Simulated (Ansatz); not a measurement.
# BaGa2H2: an axial (c/a) deformation path

An exercise on one series of results from a longer session: the logs are not shown, and one member is left open.

Computed with Ansatz 0.2.0 (DFT PBEsol, scalar-relativistic, plane waves, PAW, unless a step's input says otherwise).

## The system as given

The structure is trigonal, space group P-3m1 (No. 164). Conventional cell: a = 4.529 Å, b = 4.529 Å, c = 4.899 Å, α = 90.00°, β = 90.00°, γ = 120.00°. Around Ba (site symmetry -3m) lie 6 H at 2.68 Å. Around Ga (site symmetry 3m) lie 1 H at 1.69 Å. Around H (site symmetry 3m) lie 1 Ga at 1.69 Å.

Structure file:

```xyz
5
Lattice="4.5286 0.0000 0.0000 -2.2643 3.9219 0.0000 0.0000 0.0000 4.8991" Properties=species:S:1:pos:R:3 pbc="T T T"
Ba    0.0000    0.0000    0.0000
Ga    0.0000    2.6146    2.2928
Ga    2.2643    1.3073    2.6063
H     0.0000    2.6146    0.6036
H     2.2643    1.3073    4.2955
```

The cell is taken as given, not relaxed at this level.

The first run:

input.yaml

```yaml
crystal:
  lattice:
    - [4.5285988553, 0.0, 0.0]
    - [-2.2642994276, 3.9218816522, 0.0]
    - [0.0, 0.0, 4.8991]
  atoms:
    - { symbol: Ba, position: [0.0, 0.0, 0.0] }
    - { symbol: Ga, position: [0.3333333333, 0.6666666667, 0.468] }
    - { symbol: Ga, position: [0.6666666667, 0.3333333333, 0.532] }
    - { symbol: H, position: [0.3333333333, 0.6666666667, 0.1232] }
    - { symbol: H, position: [0.6666666667, 0.3333333333, 0.8768] }
basis:
  ecutwfc: 420
kpoints:
  mp_grid: { grid: [12, 12, 12] }
hamiltonian:
  xc: pbesol
scf:
  occupations: { method: gaussian, width: 0.15 }
output:
  forces: true
  stress: true
  eigenvalues: true
  write_density: true
  write_potential: true
  elf: true
  volumetric_format: npy
```

Run with:

```
$ ansatz run input.yaml --threads 1 --pin off --max-ram 2560MiB --backend cpu --events-out ev --progress --plain --runs-dir out
```

Steps of the session up to this table: The undisturbed cell; Point ρ = 0.850; At ρ = 1.200; Point ρ = 0.920; At ρ = 1.100; At ρ = 0.960; ρ = 1.050; ρ = 0.800; At ρ = 1.300.

One table of the session follows, with a row left open; its other results are not shown here.

It belongs to the step «The scan collected». Collected from the runs (energy zero: the undisturbed cell):

| ρ | ΔE (meV/atom) | pressure (GPa) |
| --- | --- | --- |
| 0.800 | 217.5 | 1.3 |
| 0.850 | 113.2 | -0.2 |
| 0.920 | 29.4 | -1.4 |
| 0.960 | 7.3 | -1.7 |
| 1.000 | 0.0 | -1.8 |
| 1.050 | ? | ? |
| 1.100 | 31.3 | -1.2 |
| 1.200 | 107.8 | 0.3 |
| 1.300 | 207.5 | 2.2 |

Estimate the missing values for ρ = 1.050.

Worked estimate for «ΔE (meV/atom)». A straight line through the neighbours (1.000, 0.0) and (1.100, 31.3) gives 0.0 + (31.3 − 0.0) × (1.050 − 1.000) / (1.100 − 1.000) = 15.7; a parabola fitted to 4 rows on both sides gives 9.8.

**Answer.** ΔE (meV/atom): 8.1; pressure (GPa): -1.6. In «ΔE (meV/atom)» the line misses by +7.6 and the parabola by +1.7.
